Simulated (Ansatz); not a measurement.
# CH5BSSeSi: basis-set convergence

An exercise on one series of results from a longer session: the logs are not shown, and one member is left open.

Computed with Ansatz 0.2.0, Gaussian basis. Level: one geometry, several basis sets.

Plan: PBE0-D4/def2-SVP; ωB97M-V/def2-SVP; PBE0-D4/def2-QZVPP; ωB97M-V/def2-QZVPP; the functionals' def2-TZVPP values are taken from earlier runs.

### The relaxed structure

All runs share one geometry, relaxed beforehand with PBE0-D4 in a triple-zeta def2 set.

SMILES `BC(=[Se])[SiH2]S`, 10 atoms, charge 0, spin multiplicity 1.

Atoms are counted from 1 here; the program's logs count them from 0.

Bond lengths: B1–C2 1.527 Å, B1–H6 1.196 Å, B1–H7 1.197 Å, C2–Se3 1.783 Å, C2–Si4 1.859 Å, Si4–S5 2.131 Å, Si4–H8 1.482 Å, Si4–H9 1.482 Å, S5–H10 1.344 Å. Angles: C2–B1–H6 119.4°, C2–B1–H7 119.0°, H6–B1–H7 121.0°, B1–C2–Se3 88.4°, B1–C2–Si4 145.6°, Se3–C2–Si4 125.9°, C2–Si4–S5 108.2°, C2–Si4–H8 109.7°, C2–Si4–H9 108.8°, S5–Si4–H8 105.6°, S5–Si4–H9 112.4°, H8–Si4–H9 112.0°, Si4–S5–H10 94.0°.

The first run:

The input, in.yaml:

```yaml
crystal:
  periodic: [false, false, false]
  atoms:
    - {symbol: B, position_ang: [-1.613367, 0.939120, 0.532654]}
    - {symbol: C, position_ang: [-0.367304, 0.508141, -0.236752]}
    - {symbol: Se, position_ang: [-0.037898, 2.228792, -0.568375]}
    - {symbol: Si, position_ang: [0.711802, -0.923142, -0.730684]}
    - {symbol: S, position_ang: [1.603667, -1.722495, 1.031761]}
    - {symbol: H, position_ang: [-1.551048, 1.080579, 1.718831]}
    - {symbol: H, position_ang: [-2.665706, 0.967862, -0.036559]}
    - {symbol: H, position_ang: [-0.126463, -2.014422, -1.282156]}
    - {symbol: H, position_ang: [1.718706, -0.447397, -1.707924]}
    - {symbol: H, position_ang: [2.327612, -0.617028, 1.279214]}
basis:
  gaussian: {orbitals: def2-SVP}
hamiltonian: {xc: pbe0, dispersion: d4}
output: {orbitals: {seedname: orbitals}}
```

Steps of the session up to this table: PBE0-D4 in def2-SVP; ωB97M-V in def2-SVP; PBE0-D4 in def2-QZVPP; ωB97M-V in def2-QZVPP.

One table of the session follows, with a row left open; its other results are not shown here.

It belongs to the step «Density functionals: the series». 

| functional | basis | HOMO (eV) | LUMO (eV) |
| --- | --- | --- | --- |
| PBE0-D4 | def2-SVP | ? | ? |
| PBE0-D4 | def2-TZVPP | -7.11 | -3.40 |
| PBE0-D4 | def2-QZVPP | -7.12 | -3.41 |
| ωB97M-V | def2-SVP | -9.13 | -1.26 |
| ωB97M-V | def2-TZVPP | -9.19 | -1.37 |
| ωB97M-V | def2-QZVPP | -9.20 | -1.39 |

Q: Estimate the row for PBE0-D4, def2-SVP from the others.

As computed: HOMO (eV): -7.08; LUMO (eV): -3.34. In the column «HOMO (eV)» it is the highest.
